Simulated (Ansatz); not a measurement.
# CH3Cl3Ge: one species, many methods

An exercise on one series of results from a longer session: the logs are not shown, and one member is left open.

Method: functionals in def2-TZVPP, the program's frozen cores in correlated methods; program: Ansatz 0.2.0, Gaussian basis.

Levels to be run: LDA (SPW92), PBE-D4, revPBE-D4, BLYP-D4, r2SCAN-D4, B97M-V, PBE0-D4, B3LYP-D4, r2SCANh-D4, r2SCAN0-D4, HSE06-D4, BHLYP-D4, CAM-B3LYP-D4, LC-ωPBE, ωB97X-V, ωB97M-V, B2PLYP, PBE-QIDH; CCSD(T)/def2-SVP; CCSD(T)/def2-TZVPP; MP2/def2-QZVPP; extrapolation to the limit; RPA on PBE.

## The relaxed structure

The geometry comes from an earlier relaxation with PBE0-D4 in a triple-zeta def2 set; it is a stationary point, not always the lowest conformer.

SMILES `[CH3][Ge]([Cl])([Cl])[Cl]`, 8 atoms, charge 0, spin multiplicity 1.

Atoms are counted from 1 here; the program's logs count them from 0.

Bond lengths: C1–Ge2 1.926 Å, C1–H6 1.090 Å, C1–H7 1.090 Å, C1–H8 1.090 Å, Ge2–Cl3 2.135 Å, Ge2–Cl4 2.135 Å, Ge2–Cl5 2.135 Å. Angles: Ge2–C1–H6 109.0°, Ge2–C1–H7 108.9°, Ge2–C1–H8 109.0°, H6–C1–H7 110.0°, H6–C1–H8 110.0°, H7–C1–H8 110.0°, C1–Ge2–Cl3 111.4°, C1–Ge2–Cl4 111.3°, C1–Ge2–Cl5 111.3°, Cl3–Ge2–Cl4 107.5°, Cl3–Ge2–Cl5 107.5°, Cl4–Ge2–Cl5 107.5°.

Set-up of the first run:

The input, in.yaml:

```yaml
crystal:
  periodic: [false, false, false]
  atoms:
    - {symbol: C, position_ang: [-0.721670, -0.204536, 0.818488]}
    - {symbol: Ge, position_ang: [0.537254, 0.134136, -0.598816]}
    - {symbol: Cl, position_ang: [2.175548, -1.233704, -0.527280]}
    - {symbol: Cl, position_ang: [-0.380802, -0.061273, -2.516948]}
    - {symbol: Cl, position_ang: [1.341063, 2.108260, -0.468186]}
    - {symbol: H, position_ang: [-1.109015, -1.217626, 0.713603]}
    - {symbol: H, position_ang: [-1.536809, 0.515098, 0.746901]}
    - {symbol: H, position_ang: [-0.213469, -0.097354, 1.776437]}
basis:
  gaussian: {orbitals: def2-TZVPP}
hamiltonian: {xc: lda}
output: {orbitals: {seedname: orbitals}}
```

Command:

```bash
ansatz run in.yaml --threads 4 --pin off --events-out ev --progress --plain --max-ram 10444MiB
```

Steps of the session up to this table: LDA; PBE-D4 (GGA); revPBE-D4 (GGA); BLYP-D4 (GGA); r2SCAN-D4 (meta-GGA); B97M-V (meta-GGA); B3LYP-D4 (hybrid); r2SCANh-D4 (hybrid); r2SCAN0-D4 (hybrid); HSE06-D4 (hybrid); BHLYP-D4 (hybrid); CAM-B3LYP-D4 (range-separated); LC-ωPBE (range-separated); ωB97X-V (range-separated); ωB97M-V (range-separated); B2PLYP (double hybrid); PBE-QIDH (double hybrid).

One table of the session follows, with a row left open; its other results are not shown here.

It belongs to the step «Frontier levels by functional». 

```
  functional  HOMO (eV)  gap (eV)
 LDA (SPW92)      -7.85      5.46
      PBE-D4      -7.72      5.62
   revPBE-D4      -7.67      5.68
     BLYP-D4      -7.53      5.50
   r2SCAN-D4      -8.11      6.27
      B97M-V      -8.20      6.47
     PBE0-D4          ?         ?
    B3LYP-D4      -8.86      7.45
  r2SCANh-D4      -8.63      7.15
  r2SCAN0-D4      -9.42      8.48
    HSE06-D4      -8.76      7.29
    BHLYP-D4     -10.42     10.40
CAM-B3LYP-D4     -10.53     10.48
     LC-ωPBE     -11.95     13.17
     ωB97X-V     -11.59     12.71
     ωB97M-V     -11.41     12.38
```

**Question.** Estimate the row for PBE0-D4.

**Answer.** HOMO (eV): -9.17; gap (eV): 8.07. In the column «HOMO (eV)» it lies between r2SCAN0-D4 (-9.42) and B3LYP-D4 (-8.86).
